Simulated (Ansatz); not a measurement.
Relaxation of a periodic cell of 21 atoms, LiNi$_{4}$H$_{8}$O$_{8}$ (host NiH2O2, host structure P1, interstitial Li), cell charge +1, to a largest force component of 0.03 eV/Å in at most 60 steps.

All numbers below come from DFT PBEsol, scalar-relativistic, plane waves, PAW in Ansatz. Settings: cutoff 420 eV, k mesh 3x3x2, gaussian smearing 0.05 eV, spin collinear.

```xyz
21
Lattice="6.2882 0.0000 0.0000 3.1433 5.4529 0.0000 0.4657 0.2418 6.7000" Properties=species:S:1:pos:R:3
Ni 1.748 2.422 0.000
H 3.344 1.502 1.990
H 2.197 0.841 4.710
O 3.321 1.515 1.022
O 2.210 0.847 5.678
Ni 3.320 5.148 0.000
H 4.916 4.228 1.990
H 3.769 3.567 4.710
O 4.893 4.242 1.022
O 3.782 3.573 5.678
Ni 4.892 2.422 0.000
H 6.488 1.502 1.990
H 5.341 0.841 4.710
O 6.465 1.515 1.022
O 5.354 0.847 5.678
Ni 6.464 5.148 0.000
H 8.060 4.228 1.990
H 6.913 3.567 4.710
O 8.037 4.242 1.022
O 6.926 3.573 5.678
Li 6.431 3.337 2.794
```

Problem. Where does it end, and by what steps?

Solution. The run converged. No Hubbard correction was used and the magnetic state wasn't searched. Limits of this set-up: coarse k mesh, a small cell, in which the defect meets its images, charged cell in a uniform background, uncorrected. After 9 steps the energy has fallen by 2.217 eV; Li21 moved furthest, 1.15 Å. Joined: Ni1–Li21 (3.35 → 2.48 Å), Ni11–Li21 (3.32 → 2.48 Å), O14–Li21 (2.54 → 1.90 Å), Ni16–Li21 (3.33 → 2.48 Å), O19–Li21 (2.56 → 1.90 Å).

| step | energy less start (eV) | largest force component (eV/Å) | accepted |
| --- | --- | --- | --- |
| 0 | 0.0000 | 1.048 | yes |
| 1 | -0.6930 | 1.265 | yes |
| 2 | -1.1710 | 1.435 | yes |
| 3 | -1.6145 | 1.397 | yes |
| 4 | -1.9750 | 1.000 | yes |
| 5 | -2.1665 | 0.372 | yes |
| 6 | -2.1800 | 0.462 | yes |
| 7 | -2.2152 | 0.060 | yes |
| 8 | -2.2169 | 0.054 | yes |
| 9 | -2.2175 | 0.007 | yes |

```xyz
21
Lattice="6.2882 0.0000 0.0000 3.1433 5.4529 0.0000 0.4657 0.2418 6.7000" Properties=species:S:1:pos:R:3
Ni 1.801 2.387 0.026
H 3.326 1.514 1.964
H 2.238 0.858 4.797
O 3.320 1.510 0.993
O 2.213 0.844 5.769
Ni 3.318 5.145 -0.061
H 4.550 4.447 1.986
H 3.778 3.530 4.797
O 4.888 4.240 1.094
O 3.783 3.568 5.769
Ni 4.835 2.387 0.022
H 6.477 1.112 1.986
H 5.320 0.858 4.797
O 6.465 1.507 1.094
O 5.354 0.844 5.769
Ni 6.462 5.209 0.027
H 8.381 4.435 1.987
H 6.939 3.576 4.935
O 8.037 4.238 1.097
O 6.928 3.570 5.906
Li 6.460 3.327 1.640
```

Run time: 80 s on 4 threads of Intel(R) Xeon(R) Platinum 8259CL CPU @ 2.50GHz (Skylake/Cascade Lake), on a shared host, peak memory 0.95 GiB.
